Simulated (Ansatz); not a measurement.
Crystal: AlSn.

```
Sn Al
1.0
     4.19811    0.00000    0.00000
    -2.09905    3.63567    0.00000
     0.00000    0.00000    3.30685
Sn Al
1 1
Direct
  0.33333 0.66667 0.50000
  0.00000 0.00000 0.00000
```

The cell comes from a database or a generator and needn't be the stable form of this composition.

Base run:

* Program: Ansatz 0.2.0
* Functional: LDA
* Potentials or basis: Ansatz PAW
* Cutoff: 420 eV
* Density cutoff: 1680 eV
* k mesh: 5 × 5 × 6
* Occupations: fermi-dirac, width 0.05 eV
* Spin: spin-orbit coupling, no magnetisation

Its results: band gap on the k mesh none (metal or under the smearing width); pressure -3.3 GPa.

**Question.** The run is repeated on the same cell with these changes: functional from LDA to PBEsol. What comes out?

**Answer.** Band gap on the k mesh none (metal or under the smearing width); pressure -2.1 GPa.

PBEsol binds less tightly than LDA, so the same cell stands under more pressure.

Caveats: the PAW data sets come from PBE, with cores solved anew for the run's functional, which leaves a small shift of forces and pressure.

Not every run made on this cell is shown here.
